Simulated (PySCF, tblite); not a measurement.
# C₆H₁₃B₂N: geometry, infrared bands and NMR shifts

Aim: predict the infrared bands and NMR shifts of C₆H₁₃B₂N (`NBC1(BC2CC2)CC1`).

Computed with tblite 0.8.0 and PySCF 2.14.0, with density-fitted response routines of our own, on a single molecule in the gas phase. Atoms are numbered from 0 throughout.

## Step 1: The molecule as given

22 atoms, charge 0, multiplicity 1; geometry from: force field or distance geometry start.

Bonds of the start (Å): N0–B1 1.53, B1–C2 1.57, C2–B3 1.58, B3–C4 1.59, C4–C5 1.52, C5–C6 1.53, C2–C7 1.51, C7–C8 1.51, C8–C2 1.51, C6–C4 1.51, N0–H9 1.05, N0–H10 1.07, B1–H11 1.20, B3–H12 1.17, C4–H13 1.10, C5–H14 1.09, C5–H15 1.11, C6–H16 1.11, C6–H17 1.09, C7–H18 1.11, C7–H19 1.10, C8–H20 1.12, C8–H21 1.09.

## Step 2: Relaxing the molecule with GFN2-xTB

The job: settings as JSON, then the geometry in Å.

```
{"job": {"kind": "relax", "xc": "GFN2-xTB", "basis": "xTB"}, "charge": 0, "multiplicity": 1}
N     -2.272900    -1.595200     1.041600
B     -1.378200    -0.395500     1.338200
C     -0.959600     0.478700     0.099100
B      0.352400     0.082300    -0.689100
C      1.597600    -0.272600     0.241500
C      2.552400    -1.347500    -0.262300
C      2.985300     0.114700    -0.214200
C     -1.282900     1.951600     0.069400
C     -2.158600     0.977900    -0.677600
H     -2.155200    -1.830700     0.029700
H     -3.266300    -1.220700     1.131300
H     -0.504800    -0.621000     2.130600
H      0.398700     0.150400    -1.852000
H      1.456800    -0.236600     1.330400
H      2.383500    -1.711400    -1.276200
H      2.857200    -2.030300     0.560600
H      3.711000     0.406400     0.566900
H      3.150800     0.553300    -1.199200
H     -0.589400     2.530200    -0.576300
H     -1.643900     2.416500     0.998600
H     -3.159600     0.770400    -0.232200
H     -2.084600     0.848500    -1.762200
```

On the command line:

```console
$ OMP_NUM_THREADS=1 python probes_run.py task.json out
```

This one command runs all jobs of the session in turn.

**Question.** This job is followed by: GFN2-xTB harmonic vibrations, gas phase; GIAO PBE0/pcSseg-1 NMR shielding, non-relativistic, gas phase. What will the session give for the following? strongest single infrared mode (GFN2-xTB); zero-point energy (GFN2-xTB); 13C shifts against TMS (PBE0/pcSseg-1, means over atoms taken as alike); 1H shifts against TMS (PBE0/pcSseg-1, means over atoms taken as alike); 15N shifts against NH3 (PBE0/pcSseg-1); 11B shifts against BF3·OEt2 (PBE0/pcSseg-1); surface potential, 1st and 99th percentile.

**Answer**, as computed:

| quantity | value |
| --- | --- |
| strongest single infrared mode (GFN2-xTB) | 1138 cm⁻¹, 217 km/mol |
| zero-point energy (GFN2-xTB) | 115.0 kcal/mol |
| 13C shifts against TMS (PBE0/pcSseg-1, means over atoms taken as alike) | 20.9, 15.5, 13.9, 10.2 ppm |
| 1H shifts against TMS (PBE0/pcSseg-1, means over atoms taken as alike) | 5.54, 5.40, 4.24, 0.94, 0.93, 0.83, 0.79, 0.73 ppm |
| 15N shifts against NH3 (PBE0/pcSseg-1) | 116.1 ppm |
| 11B shifts against BF3·OEt2 (PBE0/pcSseg-1) | 83.3, 41.7 ppm |
| surface potential, 1st and 99th percentile | -0.69 V and 1.57 V |

**Reading.** Over 127 steps the energy fell by 1.896 eV; of the close pairs, N0–B1 changed most, 1.526 to 1.382 Å. No mode is imaginary among the 60: a minimum at this level. The strongest single mode, at 1138 cm⁻¹, has its largest shares on B3, H12 and H13 (the list is cut at 3 atoms). Unscaled tight-binding wavenumbers are off by several per cent, some by more. Its intensities can rank the bands wrongly. At PBE0/pcSseg-1, counted by nearest atom on the grid, the HOMO lies on C2, C7, C8 about 14 % each; C4 10 %, the LUMO on B3 48 %; H12 10 %.
